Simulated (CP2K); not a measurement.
Runs of CP2K 2026.2 on Nb. The cell holds a slab with vacuum, 5 atoms: a = 2.882 Å, b = 2.882 Å, c = 24.413 Å, α = 90.00°, β = 90.00°, γ = 109.47°. The slab is cut from a database's or a generator's crystal, which needn't be the stable form of the element.

| level | gap on the mesh (eV) | largest force (eV/Å) | work function (eV) |
| --- | --- | --- | --- |
| PBEsol | none | 0.65 | 4.80 |
| HLE16 | none | 2.24 | 4.63 |
| WC | none | (a) | 4.80 |
| PBE | none | (c) | 4.65 |
| LDA | none | 0.79 | 4.96 |
| revPBE | none | (b) | 4.53 |

Alike in all rows: task work function; potentials or basis POTENTIAL_UZH Nb GTH-PBE-q13; DZVP-MOLOPT-PBE-GTH basis; no spin polarisation; cell as given; k mesh 8 × 8 × 1; smearing fermi-dirac 0.05 eV.

Problem. Fill in the values left out.

Solution. (a) 0.61; (b) 0.34; (c) 0.40.

Caveats: the basis of atomic orbitals isn't converged, which shifts pressures, moduli and gaps; the potentials were made for another functional, which shifts forces and pressure (some runs); the potentials were made for a functional far from this one (some runs).

A k mesh can miss the band edges, and the runs leave out spin-orbit coupling on Nb.

A gap of «none» marks a metal or a gap under the smearing width.
